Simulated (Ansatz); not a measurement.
# ClHf: the cost of one run

Program: Ansatz 0.2.0, Gaussian basis. Level of theory: def2-QZVPP, core rule «outside noble gas», up to 9 orbitals frozen. These are calculated values, not measurements.

To be run: UHF; ROHF; CCSD(T) on UHF.

## Step 1: The geometry

The geometry is a PBE0/def2-TZVP stationary point (not a proven minimum) of the parent state, kept for this charge and spin. No spin-orbit coupling is included. Elements past krypton take def2 core potentials.

2 atoms, charge 1, spin multiplicity 5.

Atoms are counted from 1 here; the program's logs count them from 0.

Bond lengths: Hf1–Cl2 3.106 Å.

## Step 2: UHF

File in.yaml:

```yaml
crystal:
  periodic: [false, false, false]
  atoms:
    - {symbol: Hf, position_ang: [0.000000, 0.000000, 0.000000]}
    - {symbol: Cl, position_ang: [0.000000, 0.000000, 3.105600]}
basis:
  gaussian: {orbitals: "def2-QZVPP.json"}
total_charge: 1
magnetization: {spin_polarized: true, initial_magnetization: 4}
hamiltonian: {xc: hf}
output: {orbitals: {seedname: orbitals}}
```

The run is started by

```
$ ansatz run in.yaml --threads 1 --pin off --events-out ev --progress --plain --max-ram 4096MiB --backend cpu
```

Q: Estimate wall time and peak memory on 1 thread of AMD EPYC 7R13, shared host.

About 51 s, with a peak of 0.41 GiB.
